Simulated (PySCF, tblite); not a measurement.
**C6H15NOSi: geometry, infrared bands and NMR shifts**

What infrared bands and NMR shifts should C6H15NOSi (`[H]/N=C/C(C)(C)[SiH2]COC`) show?

Programs: tblite 0.8.0 and PySCF 2.14.0, with density-fitted response routines of our own. Each step states its level of theory. These are calculated values for one molecule in the gas phase, unless marked as measured. Atoms count from 0, in the outputs and in this text.

### Step 1. The starting structure

24 atoms, charge 0, multiplicity 1; geometry from: force field or distance geometry start.

Bonds of the start (Å): C0–O1 1.43, O1–C2 1.43, C2–Si3 1.89, Si3–C4 1.95, C4–C5 1.55, C4–C6 1.53, C4–C7 1.53, C7–N8 1.29, C0–H9 1.09, C0–H10 1.09, C0–H11 1.09, C2–H12 1.08, C2–H13 1.10, Si3–H14 1.50, Si3–H15 1.48, C5–H16 1.09, C5–H17 1.10, C5–H18 1.10, C6–H19 1.09, C6–H20 1.09, C6–H21 1.10, C7–H22 1.11, N8–H23 1.02.

### Step 2. Optimising the geometry with GFN2-xTB

What the job is given:

```
{"job": {"kind": "relax", "xc": "GFN2-xTB", "basis": "xTB"}, "charge": 0, "multiplicity": 1}
C      3.489800     0.281600     0.463200
O      2.153600    -0.089000     0.817700
C      1.612100    -1.041300    -0.098000
Si    -0.195100    -1.500800     0.205000
C     -1.353300     0.039600    -0.094700
C     -1.570400     0.253000    -1.618500
C     -2.723200    -0.153600     0.570000
C     -0.700600     1.268000     0.550200
N     -0.459000     2.347300    -0.108400
H      3.478600     0.777500    -0.507700
H      3.852200     0.986600     1.210700
H      4.134400    -0.593500     0.448000
H      2.200900    -1.950600    -0.052800
H      1.678700    -0.626600    -1.117400
H     -0.385700    -1.952500     1.621100
H     -0.621100    -2.611000    -0.678000
H     -2.033500    -0.617500    -2.078900
H     -0.619700     0.433300    -2.137200
H     -2.215900     1.119000    -1.801600
H     -3.359900     0.721600     0.427800
H     -3.253700    -1.023600     0.175700
H     -2.626900    -0.293500     1.658800
H     -0.456100     1.213100     1.635600
H     -0.038000     3.032600     0.516800
```

Run with:

```console
$ OMP_NUM_THREADS=1 python probes_run.py task.json out
```

The driver reads the jobs from task.json and runs them one after another.

**Question.** This job is followed by: GFN2-xTB harmonic vibrations, gas phase; GIAO PBE0/pcSseg-1 NMR shielding, non-relativistic, gas phase. Predict these results of the whole session: strongest single infrared mode (GFN2-xTB); zero-point energy (GFN2-xTB); ¹³C shifts against TMS (PBE0/pcSseg-1, means over atoms taken as alike); ¹H shifts against TMS (PBE0/pcSseg-1, means over atoms taken as alike); ¹⁷O shifts against H2O (PBE0/pcSseg-1); ²⁹Si shifts against TMS (PBE0/pcSseg-1); ¹⁵N shifts against NH3 (PBE0/pcSseg-1); surface potential, 1st and 99th percentile.

The runs gave:

| quantity | value |
| --- | --- |
| strongest single infrared mode (GFN2-xTB) | 2220 cm⁻¹, 333 km/mol |
| zero-point energy (GFN2-xTB) | 124.0 kcal/mol |
| ¹³C shifts against TMS (PBE0/pcSseg-1, means over atoms taken as alike) | 183.1, 63.8, 61.4, 35.6, 23.3 ppm |
| ¹H shifts against TMS (PBE0/pcSseg-1, means over atoms taken as alike) | 10.14, 8.40, 4.00, 3.29, 3.17, 1.26 ppm |
| ¹⁷O shifts against H2O (PBE0/pcSseg-1) | 4.8 ppm |
| ²⁹Si shifts against TMS (PBE0/pcSseg-1) | -27.2 ppm |
| ¹⁵N shifts against NH3 (PBE0/pcSseg-1) | 336.6 ppm |
| surface potential, 1st and 99th percentile | -1.63 V and 1.12 V |

The optimisation took 117 steps and gained 0.286 eV; among the close pairs (by a distance rule), C4–C7 changed most, from 1.533 to 1.487 Å. No mode is imaginary among the 66: a minimum at this level. The strongest single mode, at 2220 cm⁻¹, moves mainly H15. Unscaled tight-binding wavenumbers are off by several per cent, some by more. Its intensities can rank the bands wrongly. At PBE0/pcSseg-1: The widest tensor belongs to N8: span 612 ppm, with a paramagnetic part of -392 ppm.
